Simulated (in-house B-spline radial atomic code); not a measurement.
**Dy⁴⁶⁺: Hartree-Fock with and without relativity**

Aim: what relativity does to the energy, levels and radii of Dy⁴⁶⁺.

Program: in-house B-spline radial atomic code version 1. Level of theory: Hartree-Fock averaged over the configuration, non-relativistic (point nucleus) and Dirac-Coulomb (finite nucleus); spherical all-electron atom at the radial basis limit. These are calculated values, not measurements, unless marked.

## 1. The system

* element: dysprosium (Z = 66)
* charge: +46
* electrons: 20
* configuration: [Ar] 3d2
* nucleus: point (non-relativistic run); Fermi, rms radius 5.222 fm (Dirac runs)

Outer shells as boxes (Hund's rule):

[Ar] 3d2
```
[Ar] core
3d [↑ ][↑ ][  ][  ][  ]
```

The boxes draw the filling by Hund's rule, which heavy ions in jj coupling don't follow; these runs average over all states of the configuration.

## 2. Non-relativistic run

Settings of the run:

```ini
Z = 66
electrons = 20.0
configuration = [Ar] 3d2
hamiltonian = nr
method = hf
spin_polarised = False
```

## 3. Dirac-Coulomb run

Settings of the run:

```ini
Z = 66
electrons = 20.0
configuration = [Ar] 3d2
hamiltonian = dirac
method = hf
spin_polarised = False
nucleus = fermi
rms_radius = 5.2218
mass_number = 164
atomic_mass = 163.929180819
speed_of_light = 137.035999084
```

## 4. Dirac-Coulomb run in the lowest jj configuration, 1s2 2s2 2p6 3s2 3p6 3d-2

In configurations, a minus sign after the shell means j = l − 1/2 and a plus sign j = l + 1/2; the count of electrons follows.

Changes to the settings of step 3:

```diff
@@ -2,3 +2,3 @@
 electrons = 20.0
-configuration = [Ar] 3d2
+configuration = 1s2 2s2 2p6 3s2 3p6 3d-2
 hamiltonian = dirac
```

Q: How much does each shell's level and mean radius change with the Dirac Hamiltonian, and the total energy?

As calculated:

Levels and radii; the Dirac values are averaged over j with the occupations as weights.

| shell | ε non-rel. (eV) | ε Dirac (eV) | <r> non-rel. (bohr) | <r> Dirac (bohr) | change of <r> (%) |
| --- | --- | --- | --- | --- | --- |
| 1s | -53493.2 | -56952.6 | 0.02297 | 0.02111 | -8.10 |
| 2s | -10956.5 | -11889.7 | 0.09661 | 0.08837 | -8.53 |
| 2p | -10578.6 | -10900.3 | 0.08191 | 0.07828 | -4.44 |
| 3s | -4203.78 | -4471.49 | 0.2341 | 0.2195 | -6.26 |
| 3p | -4041.31 | -4153.69 | 0.2228 | 0.2154 | -3.35 |
| 3d | -3817.09 | -3824.98 | 0.1930 | 0.1913 | -0.87 |

**Reading.** The total energy moves by -508.40 hartree, or -5.2 %, between the two Hamiltonians (nuclear size included). The first-order mass-velocity and Darwin terms of the non-relativistic run add up to -444.22 hartree, 87 % of it. The strongest contraction, averaged over j, is that of 2s (-8.53 %). Spin-orbit coupling splits the 3d level by 45.281 eV and the 2p level by 814.37 eV. The lowest jj configuration lies 55.180 eV below the average over the whole configuration. Breit terms add 10.3 hartree and QED terms 7.61 hartree.
